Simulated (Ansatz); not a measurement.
# WS2: the cost of one run

Program: Ansatz 0.2.0. Level of theory: DFT r²SCAN without U, plane waves, PAW, no spin–orbit coupling unless a run says so. These are calculated values, not measurements.

## Step 1: The starting structure

Symmetry: P-3m1, No. 164, trigonal system. Conventional cell: a = 3.578 Å, b = 3.578 Å, c = 5.772 Å, α = 90.00°, β = 90.00°, γ = 120.00°. W (site symmetry -3m) has 6 S at 2.53 Å as nearest neighbours. S (site symmetry 3m) is surrounded by 3 W at 2.53 Å.

Coordinates:

```cif
data_structure
_symmetry_space_group_name_H-M 'P 1'
_symmetry_Int_Tables_number 1
_cell_length_a 3.5782
_cell_length_b 3.5782
_cell_length_c 5.7724
_cell_angle_alpha 90.000
_cell_angle_beta 90.000
_cell_angle_gamma 120.000
_cell_volume 64.01
loop_
_atom_site_label
_atom_site_type_symbol
_atom_site_fract_x
_atom_site_fract_y
_atom_site_fract_z
_atom_site_occupancy
W1 W 0.00000 0.00000 0.00000 1
S1 S 0.33333 0.66667 0.25200 1
S2 S 0.66667 0.33333 0.74800 1
```

Magnetic order typed: ferromagnetic.

## Step 2: From atoms, symmetry kept, no search

input.yaml

```yaml
crystal:
  lattice:
    - [3.57820255, 0.0, 0.0]
    - [-1.78910127, 3.09881431, 0.0]
    - [0.0, 0.0, 5.77238336]
  atoms:
    - { symbol: W, position: [0.0, 0.0, 0.0], spin: 2.0 }
    - { symbol: S, position: [0.3333333333, 0.6666666667, 0.252] }
    - { symbol: S, position: [0.6666666667, 0.3333333333, 0.748] }
basis:
  ecutwfc: 500
  ecutrho_ratio: 4
kpoints:
  mp_grid: { grid: [6, 6, 4] }
hamiltonian:
  xc: r2scan
scf:
  occupations: { method: gaussian, width: 0.05 }
  lower_state_search: "off"
  max_iter: 150
output:
  forces: true
  stress: true
  eigenvalues: true
  populations: true
  hubbard: { sites: [{ site: 0, l: d }] }
magnetization:
  spin_polarized: true
```

On the command line:

```sh
$ ansatz run input.yaml --threads 4 --pin off --max-ram 6144MiB --backend cpu --events-out ev --progress --plain --runs-dir out
```

Q: Estimate wall time and peak memory on 4 threads of Arm Neoverse N1, shared host.

About 13 s, with a peak of 0.52 GiB.
